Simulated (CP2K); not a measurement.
The system is NiMoIrPdW.

```
CELL_PARAMETERS angstrom
2.74701 0.00000 0.00000
1.25532 2.44341 0.00000
-1.84681 -1.12747 10.93218
ATOMIC_POSITIONS crystal
Ni 0.49838 0.49838 0.29525
Mo 0.31773 0.31773 0.91207
Pd 0.24733 0.24733 0.49061
Ir 0.74982 0.74982 0.10802
W 0.68673 0.68673 0.69406
```

The cell was built by a generator and needn't be a form met in nature.

Base run:

```yaml
Program: CP2K 2026.2
Functional: RPBE
Potentials_or_basis: GTH_POTENTIALS Ni GTH-PBE-q18, Pd GTH-PBE-q18, Ir GTH-PBE-q17, W GTH-PBE-q14; POTENTIAL_UZH Mo GTH-PBE-q14; TZVP-MOLOPT-SR-GTH, TZVP-MOLOPT-PBE-GTH basis
Density_cutoff: 13606 eV
k_mesh: 11 × 11 × 3
Occupations: fermi-dirac, width 0.05 eV
Spin: collinear spin, ferromagnetic start
Starting_moments: "[1.0, 1.0, 0.0, 0.6, 0.0] μB"
```

Its results: band gap on the k mesh none (metal or under the smearing width); pressure 3.6 GPa; net moment 0.00 μB per cell.

Task: The run is repeated on the same cell with these changes: functional from RPBE to PBEsol. What comes out?

Result: Band gap on the k mesh none (metal or under the smearing width); pressure -8.6 GPa; net moment 0.00 μB per cell.

PBEsol binds more tightly than RPBE, so the same cell stands under less pressure.

Caveats: the potentials were made for another functional, which shifts forces and pressure; the basis of atomic orbitals isn't converged, which shifts pressures, moduli and gaps.

Not every run made on this cell is shown here.
